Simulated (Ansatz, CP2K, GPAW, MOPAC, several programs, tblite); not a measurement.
# What cheap methods get right for HgC2S2N2

How much accuracy does each second buy? HgC2S2N2 is computed with 10 methods of unlike cost, up to r2SCAN.

Computed with MOPAC, tblite, CP2K, Ansatz, GPAW (versions at each run) (no spin polarisation, static lattice; gaps from single points on the cell relaxed beforehand with r²SCAN+rVV10, unless a step's input says otherwise).

## 1. Starting point

It takes space group C2/m (No. 12, monoclinic). Conventional cell: a = 10.731 Å, b = 3.946 Å, c = 6.335 Å, α = 90.00°, β = 93.95°, γ = 90.00°. Hg (site symmetry 2/m) has 2 S at 2.43 Å and 4 N at 2.68 Å in its first shell of neighbours. Around C (site symmetry m) lie 1 N at 1.17 Å and 1 S at 1.65 Å. Around S (site symmetry m) lie 1 C at 1.65 Å and 1 Hg at 2.43 Å. N (site symmetry m) has 1 C at 1.17 Å in its first shell of neighbours.

Coordinates:

```cif
data_structure
_symmetry_space_group_name_H-M 'C2/m'
_symmetry_Int_Tables_number 12
_cell_length_a 10.7312
_cell_length_b 3.9460
_cell_length_c 6.3352
_cell_angle_alpha 90.000
_cell_angle_beta 93.953
_cell_angle_gamma 90.000
_cell_volume 267.63
loop_
_atom_site_label
_atom_site_type_symbol
_atom_site_symmetry_multiplicity
_atom_site_Wyckoff_symbol
_atom_site_fract_x
_atom_site_fract_y
_atom_site_fract_z
_atom_site_occupancy
Hg1 Hg 2 a 0.00000 0.00000 0.00000 1
C1 C 4 i 0.76473 0.50000 0.22266 1
S1 S 4 i 0.62951 0.50000 0.33095 1
N1 N 4 i 0.86239 0.50000 0.15084 1
```

**Question.** The methods are PM6, PM7, GFN1-xTB (tblite), GFN2-xTB (tblite), PBE/DZVP, PBE/SZV, coarse PBE, GLLB-SC, PBE, r2SCAN. What gap does r2SCAN give on this cell, and which other methods (full PBE left aside) come nearest to r2SCAN and farthest in gap?

```
                                      quantity                               value
                                        r2SCAN                         gap 2.60 eV
gap: nearest and farthest of the other methods  PBE/SZV (+0.03 eV), PM7 (+4.87 eV)
```

**Reading.** For the gap, of the 8 methods compared (full PBE left aside), PBE/SZV comes nearest to r2SCAN and PM7 is farthest. A minimal basis or a coarse cutoff and mesh shifts results by its own error, so closeness to r2SCAN can be chance. Cluster runs see only the k-points that fold onto the zone centre, so their gaps can miss the band edges. GLLB-SC is compared with its derivative discontinuity added. No r2SCAN modulus is at hand, so moduli aren't ranked. CPU times run from 2.3 s (GFN1-xTB (tblite)) to 99 s (GLLB-SC). On this cell GLLB-SC cost more than r2SCAN itself (44 s), so it is no saving here. r2SCAN is a yardstick, not the truth: it usually gives gaps below the measured ones. Spin-orbit coupling is left out throughout.
